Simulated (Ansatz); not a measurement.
# CH3FSSi: basis-set convergence

The task here is to estimate one member of a computed series from the others.

The runs use Ansatz 0.2.0, Gaussian basis; one geometry, several basis sets.

Plan: PBE0-D4/def2-SVP; ωB97M-V/def2-SVP; PBE0-D4/def2-QZVPP; ωB97M-V/def2-QZVPP; CCSD(T)/cc-pV(D+d)Z; CCSD(T)/cc-pV(T+d)Z; CCSD(T)/cc-pV(Q+d)Z; the functionals' def2-TZVPP values are taken from earlier runs.

### The relaxed structure

An earlier PBE0-D4 in a triple-zeta def2 set relaxation fixed the geometry.

SMILES `CS[Si]F`, 7 atoms, charge 0, spin multiplicity 1.

Atoms are counted from 1 here; the program's logs count them from 0.

Bond lengths: C1–S2 1.816 Å, C1–H5 1.088 Å, C1–H6 1.089 Å, C1–H7 1.088 Å, S2–Si3 2.135 Å, Si3–F4 1.621 Å. Angles: S2–C1–H5 110.5°, S2–C1–H6 107.0°, S2–C1–H7 110.5°, H5–C1–H6 109.7°, H5–C1–H7 109.6°, H6–C1–H7 109.7°, C1–S2–Si3 105.9°, S2–Si3–F4 100.4°.

Set-up of the first run:

The input, in.yaml:

```yaml
crystal:
  periodic: [false, false, false]
  atoms:
    - {symbol: C, position_ang: [-0.510330, 0.719339, -0.084693]}
    - {symbol: S, position_ang: [0.966168, 0.425610, 0.931818]}
    - {symbol: Si, position_ang: [1.575028, -1.577123, 0.511562]}
    - {symbol: F, position_ang: [0.440447, -2.009489, -0.562642]}
    - {symbol: H, position_ang: [-1.301842, 0.023185, 0.183704]}
    - {symbol: H, position_ang: [-0.835819, 1.739089, 0.115162]}
    - {symbol: H, position_ang: [-0.272452, 0.611387, -1.140613]}
basis:
  gaussian: {orbitals: def2-SVP}
hamiltonian: {xc: pbe0, dispersion: d4}
output: {orbitals: {seedname: orbitals}}
```

Run with:

```
$ ansatz run in.yaml --threads 2 --pin off --events-out ev --progress --plain --max-ram 22528MiB --backend cpu
```

Among the steps run: PBE0-D4 in def2-SVP; ωB97M-V in def2-SVP; PBE0-D4 in def2-QZVPP; ωB97M-V in def2-QZVPP.

One table of the session follows, with a row left open; its other results are not shown here.

| functional | basis | HOMO (eV) | LUMO (eV) |
| --- | --- | --- | --- |
| PBE0-D4 | def2-SVP | -7.04 | -1.87 |
| PBE0-D4 | def2-TZVPP | -7.07 | -1.96 |
| PBE0-D4 | def2-QZVPP | -7.10 | -2.01 |
| ωB97M-V | def2-SVP | ? | ? |
| ωB97M-V | def2-TZVPP | -9.13 | 0.01 |
| ωB97M-V | def2-QZVPP | -9.17 | -0.09 |

Q: Estimate the row for ωB97M-V, def2-SVP from the others.

The run gave: HOMO (eV): -9.07; LUMO (eV): 0.19. In the column «HOMO (eV)» it lies between ωB97M-V, def2-TZVPP (-9.13) and PBE0-D4, def2-QZVPP (-7.10).
